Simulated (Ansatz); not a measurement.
I need a geometry optimisation of C3H8SSi, SMILES CC[SiH2]C=S. Use Ansatz 0.2.0, Python API. Settings: r2SCAN, 6-31G* basis, multiplicity 1.

```csv
atom,x (Å),y (Å),z (Å)
C,-0.9324,-0.0341,1.4271
C,0.4254,0.3145,0.9268
Si,0.8735,-0.4575,-0.7246
C,-0.1473,0.0602,-2.1165
S,-0.1947,1.6188,-2.6688
H,-1.1598,0.5126,2.3788
H,-1.1062,-1.0638,1.5516
H,-1.6983,0.3920,0.7045
H,0.5512,1.4212,0.8927
H,1.1451,-0.0193,1.7112
H,0.8323,-1.9363,-0.5321
H,2.3477,-0.1313,-0.9901
H,-0.9161,-0.7116,-2.5456
```

`c3h8ssi_opt.py`
```python
'''Minimum-energy structure of C3H8SSi.'''

import ansatz as az
from ase import Atoms
import numpy as np

atoms = Atoms(['C', 'C', 'Si', 'C', 'S', 'H', 'H', 'H', 'H', 'H', 'H', 'H', 'H'], positions=[
    (-0.9324, -0.0341, 1.4271),
    (0.4254, 0.3145, 0.9268),
    (0.8735, -0.4575, -0.7246),
    (-0.1473, 0.0602, -2.1165),
    (-0.1947, 1.6188, -2.6688),
    (-1.1598, 0.5126, 2.3788),
    (-1.1062, -1.0638, 1.5516),
    (-1.6983, 0.392, 0.7045),
    (0.5512, 1.4212, 0.8927),
    (1.1451, -0.0193, 1.7112),
    (0.8323, -1.9363, -0.5321),
    (2.3477, -0.1313, -0.9901),
    (-0.9161, -0.7116, -2.5456),
])
geometry = az.Crystal.molecule_from_ase(atoms)

base = (
    geometry.calculation()
    .basis(gaussian='6-31G*')
    .functional('r2SCAN')
)
symbols = [site.symbol for site in geometry.cartesian_sites]
start = np.array([site.position_ang for site in geometry.cartesian_sites], dtype=float)
def progress(event):
    if event['event'] == 'relax_step':
        row = event['data']
        print(f'step {row["step"]:3d}  E = {row["lagrangian_ev"]:.6f} eV  max force {row["allowed_force_max_ev_ang"]:.4f} eV/A')


data = base.relax(force_tolerance=0.01, max_steps=100).session().plan().execute(on_event=progress).report
end = np.array(data['positions_ang'])

print(f'E = {data["free_energy_ev"]:.6f} eV = {data["free_energy_ev"] / 27.211386246:.7f} Ha')
print('converged:', data['converged'], ' doubts:', data['published_state_doubts'] or 'none')

print('final positions (A) and the move of each atom')
for symbol, xyz, old in zip(symbols, end, start):
    print(f'{symbol:2s} {xyz[0]:10.5f} {xyz[1]:10.5f} {xyz[2]:10.5f}   {np.linalg.norm(xyz - old):7.4f}')

charges = data['charge_distribution']
dipole = np.array(charges['dipole_moment_e_ang']) * 4.803205
print('dipole (D): {:.3f} {:.3f} {:.3f}, length {:.3f}'.format(*dipole, np.linalg.norm(dipole)))
print('atom  Mulliken   Lowdin')
for symbol, m, l in zip(symbols, charges['mulliken_charges_e'], charges['lowdin_charges_e']):
    print(f'{symbol:4s} {m:9.3f} {l:8.3f}')
```

Output of `python c3h8ssi_opt.py`:
```text
step   1  E = -21948.830772 eV  max force 2.8771 eV/A
step   2  E = -21949.059246 eV  max force 2.3161 eV/A
step   3  E = -21949.138632 eV  max force 1.8059 eV/A
step   4  E = -21949.218128 eV  max force 0.2149 eV/A
step   5  E = -21949.204806 eV  max force 0.3031 eV/A
step   6  E = -21949.226449 eV  max force 0.1234 eV/A
step   7  E = -21949.231497 eV  max force 0.0522 eV/A
step   8  E = -21949.235917 eV  max force 0.0520 eV/A
step   9  E = -21949.238607 eV  max force 0.2296 eV/A
step  10  E = -21949.246942 eV  max force 0.0554 eV/A
step  11  E = -21949.230902 eV  max force 0.7846 eV/A
step  12  E = -21949.250359 eV  max force 0.0299 eV/A
step  13  E = -21949.251436 eV  max force 0.1588 eV/A
step  14  E = -21949.250557 eV  max force 0.2404 eV/A
step  15  E = -21949.253106 eV  max force 0.0660 eV/A
step  16  E = -21949.254175 eV  max force 0.0300 eV/A
step  17  E = -21949.254337 eV  max force 0.0428 eV/A
step  18  E = -21949.254696 eV  max force 0.0110 eV/A
step  19  E = -21949.254770 eV  max force 0.0032 eV/A
E = -21949.254779 eV = -806.6202354 Ha
converged: True  doubts: none
final positions (A) and the move of each atom
C    -0.94578    0.07216    1.45912    0.1118
C     0.46790    0.35264    0.92761    0.0571
Si    0.87099   -0.57392   -0.65469    0.1358
C    -0.10460    0.09073   -2.13930    0.0572
S    -0.93165    1.49812   -2.15273    0.9077
H    -1.13705    0.63124    2.38351    0.1209
H    -1.08671   -0.99324    1.67972    0.1476
H    -1.70880    0.36939    0.73041    0.0360
H     0.59150    1.42713    0.73146    0.1663
H     1.22060    0.08630    1.68396    0.1326
H     0.56251   -2.03191   -0.54103    0.2864
H     2.31307   -0.45478   -1.03078    0.3279
H    -0.09159   -0.50847   -3.06226    0.9940
dipole (D): 0.801 -1.150 0.923, length 1.678
atom  Mulliken   Lowdin
C       -0.525   -0.342
C       -0.555   -0.400
Si       0.543    0.288
C       -0.441   -0.388
S       -0.048    0.108
H        0.180    0.124
H        0.177    0.134
H        0.192    0.138
H        0.206    0.161
H        0.191    0.154
H       -0.071   -0.066
H       -0.065   -0.060
H        0.216    0.150
```

Notes:
- The settings weren't tested for convergence.
- The end point is the stationary point reached from this start; no frequency run checks that it is a minimum, and the basis set is modest.
- The Löwdin charges here are taken after orthogonalising the functions within each atom; they differ from plain Löwdin charges, and their signs can be unphysical.
- Run time: 2.9 min on 1 thread of Arm Neoverse V1, on a shared host, peak memory 0.24 GiB.

(Lines on the test bed's own set-up are left out of the output.)
